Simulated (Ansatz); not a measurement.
# CH₉GaSi₂: a ladder of functionals and wavefunction methods

One table from this session's results is given with a row withheld; the runs are named, their logs left out.

The runs use Ansatz 0.2.0, Gaussian basis; functionals in def2-TZVPP, the program's frozen cores in correlated methods.

Levels to be run: PBE-D4, r2SCAN-D4, PBE0-D4, B3LYP-D4, ωB97X-V, ωB97M-V, B2PLYP; CCSD(T)/def2-TZVPP; MP2/def2-QZVPP; extrapolation to the limit.

## The relaxed structure

The geometry comes from an earlier relaxation with PBE0-D4 in a triple-zeta def2 set; it is a stationary point, not always the lowest conformer.

13 atoms, charge 0, spin multiplicity 1.

Atoms are counted from 1 here; the program's logs count them from 0.

Bond lengths: C1–Si2 1.870 Å, C1–H5 1.092 Å, C1–H6 1.091 Å, C1–H7 1.092 Å, Si2–Si3 2.329 Å, Si2–H8 1.493 Å, Si2–H12 1.523 Å, Si3–H9 1.483 Å, Si3–H10 1.492 Å, Si3–H11 1.519 Å, Ga4–H13 1.711 Å. Angles: Si2–C1–H5 110.2°, Si2–C1–H6 110.4°, Si2–C1–H7 110.4°, H5–C1–H6 108.9°, H5–C1–H7 108.1°, H6–C1–H7 108.8°, C1–Si2–Si3 115.4°, C1–Si2–H8 109.8°, C1–Si2–H12 112.2°, Si3–Si2–H8 111.4°, Si3–Si2–H12 104.4°, H8–Si2–H12 102.7°, Si2–Si3–H9 113.5°, Si2–Si3–H10 113.8°, Si2–Si3–H11 106.4°, H9–Si3–H10 108.8°, H9–Si3–H11 110.3°, H10–Si3–H11 103.5°.

Coordinates:

```mol
CH9GaSi2
  3D, bonds by distance, orders not assigned

 13 11  0  0  0  0  0  0  0  0999 V2000
   -1.1521    1.5051   -0.4626 C   0  0
   -0.6324   -0.2868   -0.5850 Si  0  0
    1.6175   -0.7056   -0.1521 Si  0  0
   -0.1869   -1.5682    2.2604 Ga  0  0
   -0.7297    2.0770   -1.2920 H   0  0
   -0.8064    1.9372    0.4771 H   0  0
   -2.2399    1.5909   -0.5113 H   0  0
   -1.0464   -0.8449   -1.9064 H   0  0
    2.3788    0.5032    0.2463 H   0  0
    2.3327   -1.3753   -1.2773 H   0  0
    1.6556   -1.7414    0.9578 H   0  0
   -1.3798   -1.1723    0.4029 H   0  0
    0.2095    0.0463    1.8570 H   0  0
  1  2  8  0
  1  5  8  0
  1  6  8  0
  1  7  8  0
  2  3  8  0
  2  8  8  0
  2 12  8  0
  3  9  8  0
  3 10  8  0
  3 11  8  0
  4 13  8  0
M  END
```

Set-up of the first run:

Contents of in.yaml:

```yaml
crystal:
  periodic: [false, false, false]
  atoms:
    - {symbol: C, position_ang: [-1.152135, 1.505100, -0.462604]}
    - {symbol: Si, position_ang: [-0.632377, -0.286788, -0.585021]}
    - {symbol: Si, position_ang: [1.617493, -0.705559, -0.152107]}
    - {symbol: Ga, position_ang: [-0.186948, -1.568191, 2.260383]}
    - {symbol: H, position_ang: [-0.729697, 2.077016, -1.292017]}
    - {symbol: H, position_ang: [-0.806437, 1.937183, 0.477119]}
    - {symbol: H, position_ang: [-2.239853, 1.590862, -0.511310]}
    - {symbol: H, position_ang: [-1.046397, -0.844932, -1.906369]}
    - {symbol: H, position_ang: [2.378834, 0.503237, 0.246289]}
    - {symbol: H, position_ang: [2.332671, -1.375295, -1.277322]}
    - {symbol: H, position_ang: [1.655574, -1.741443, 0.957801]}
    - {symbol: H, position_ang: [-1.379846, -1.172290, 0.402919]}
    - {symbol: H, position_ang: [0.209518, 0.046300, 1.857039]}
basis:
  gaussian: {orbitals: def2-TZVPP}
hamiltonian: {xc: pbe, dispersion: d4}
output: {forces: true, orbitals: {seedname: orbitals}}
```

Run with:

```bash
$ ansatz run in.yaml --threads 4 --pin off --events-out ev --progress --plain --max-ram 10444MiB
```

Steps of the session up to this table: PBE-D4 (GGA); r2SCAN-D4 (meta-GGA); PBE0-D4 (hybrid); B3LYP-D4 (hybrid); ωB97X-V (range-separated); ωB97M-V (range-separated); B2PLYP (double hybrid); CCSD(T) in def2-TZVPP; MP2 in def2-QZVPP.

One table of the session follows, with a row left open; its other results are not shown here.

```
            method  atomisation energy (eV)
            PBE-D4                   39.617
         r2SCAN-D4                   39.773
           PBE0-D4                        ?
          B3LYP-D4                   39.769
           ωB97X-V                   39.924
           ωB97M-V                   39.751
            B2PLYP                   39.061
     HF/def2-TZVPP                   29.885
    MP2/def2-TZVPP                   38.466
   CCSD/def2-TZVPP                   38.509
CCSD(T)/def2-TZVPP                   38.904
           MP2/CBS                   39.395
       CCSD(T)/CBS                   39.833
```

Q: Estimate the row for PBE0-D4 from the others.

The run gave: atomisation energy (eV): 39.461. In the column «atomisation energy (eV)» it lies between MP2/CBS (39.395) and PBE-D4 (39.617).

To keep in mind: Free atoms (1 C, 2 Si, 1 Ga, 9 H) were run apart at each level; the atomisation energy is their sum less the molecule, without zero-point or spin-orbit terms.
